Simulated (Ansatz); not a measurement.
# TaHO (triplet): from Hartree-Fock to the top rungs, def2-QZVPP

An exercise on one series of results from a longer session: the logs are not shown, and one member is left open.

Computed with Ansatz 0.2.0, Gaussian basis. Level: def2-QZVPP, core rule «outside noble gas», up to 5 orbitals frozen.

To be run: UHF; ROHF; CCSD(T) on UHF.

2 further runs of the same task are left out: 2 set aside as unsound or not needed.

### The geometry

The geometry is a PBE0/def2-TZVP stationary point (not a proven minimum) of the parent state, kept for this charge and spin. No spin-orbit coupling is included. Elements past krypton take def2 core potentials.

3 atoms, charge 0, spin multiplicity 3.

Atoms are counted from 1 here; the program's logs count them from 0.

Bond lengths: Ta1–O2 1.802 Å, O2–H3 0.954 Å. Angles: Ta1–O2–H3 180.0°.

The first run:

File in.yaml:

```yaml
crystal:
  periodic: [false, false, false]
  atoms:
    - {symbol: Ta, position_ang: [0.000000, 0.000000, 1.519200]}
    - {symbol: O, position_ang: [0.000000, 0.000000, -0.282800]}
    - {symbol: H, position_ang: [0.000000, 0.000000, -1.236400]}
basis:
  gaussian: {orbitals: "def2-QZVPP.json"}
magnetization: {spin_polarized: true, initial_magnetization: 2}
hamiltonian: {xc: hf}
output: {orbitals: {seedname: orbitals}}
```

Command:

```console
> ansatz run in.yaml --threads 1 --pin off --events-out ev --progress --plain --max-ram 4096MiB --backend cpu
```

Steps of the session up to this table: UHF; ROHF; CCSD(T) on UHF.

One of the session's tables, all rows but one given; the rest of the session is left out.

| method | from UCCSD(T) (meV) |
| --- | --- |
| ROHF | +11117.3 |
| UHF | +10517.5 |
| UMP2 | +915.9 |
| UCCSD | ? |
| UCCSD(T) | 0 |

Estimate the missing values for UCCSD.

**Answer.** from UCCSD(T) (meV): +505.5. In the column «from UCCSD(T) (meV)» it lies between UCCSD(T) (0) and UMP2 (+915.9).

Limits of these values: The determinant is far from a pure spin state, so its energy mixes those of several spin states (harmless only where they are near-degenerate, as at dissociation).
